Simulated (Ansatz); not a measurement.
# Bi3Br4: the cost of one run

Method: DFT PBE, scalar-relativistic, plane waves, PAW, in Ansatz 0.2.0.

## (1) Starting point

It takes space group P6/mmm (No. 191, hexagonal). Conventional cell: a = 6.865 Å, b = 6.865 Å, c = 6.815 Å, α = 90.00°, β = 90.00°, γ = 120.00°. Bi (site symmetry mmm) has 4 Bi at 3.43 Å and 8 Br at 3.86 to 3.94 Å as nearest neighbours. Br (site symmetry 6mm) has 2 Br at 3.27 to 3.55 Å and 6 Bi at 3.86 Å as nearest neighbours. Br (site symmetry -6m2) has 6 Bi at 3.94 Å and 3 Br at 3.96 Å as nearest neighbours.

As a file:

```
CELL_PARAMETERS angstrom
6.86502 0.00000 0.00000
-3.43251 5.94528 0.00000
0.00000 0.00000 6.81484
ATOMIC_POSITIONS crystal
Bi 0.00000 0.50000 0.00000
Bi 0.50000 0.00000 0.00000
Bi 0.50000 0.50000 0.00000
Br 0.00000 0.00000 0.26033
Br 0.00000 0.00000 0.73967
Br 0.33333 0.66667 0.50000
Br 0.66667 0.33333 0.50000
```

The cell is invented: species swapped into a database cell of Zr4Al3 (P6/mmm, No. 191), with Br on the Zr sites and Bi on the Al sites. The dimensions are guesses.

## (2) A first look at the guess

input.yaml reads:

```yaml
crystal:
  lattice:
    - [6.86501596, 0.0, 0.0]
    - [-3.43250798, 5.94527822, 0.0]
    - [0.0, 0.0, 6.81483671]
  atoms:
    - { symbol: Bi, position: [0.0, 0.5, 0.0] }
    - { symbol: Bi, position: [0.5, 0.0, 0.0] }
    - { symbol: Bi, position: [0.5, 0.5, 0.0] }
    - { symbol: Br, position: [0.0, 0.0, 0.26033482] }
    - { symbol: Br, position: [0.0, 0.0, 0.73966518] }
    - { symbol: Br, position: [0.33333333, 0.66666667, 0.5] }
    - { symbol: Br, position: [0.66666667, 0.33333333, 0.5] }
basis:
  ecutwfc: 420
kpoints:
  mp_grid: { grid: [3, 3, 4] }
hamiltonian:
  xc: pbe
scf:
  occupations: { method: gaussian, width: 0.1 }
  lower_state_search: "off"
output:
  forces: true
  stress: true
  eigenvalues: true
```

Launch:

```console
$ ansatz run input.yaml --threads 1 --pin off --max-ram 2560MiB --backend cpu --events-out ev --progress --plain --runs-dir out
```

Q: Estimate wall time and peak memory on 1 thread of Arm Neoverse V2, shared host.

About 6.6 s, with a peak of 0.47 GiB.
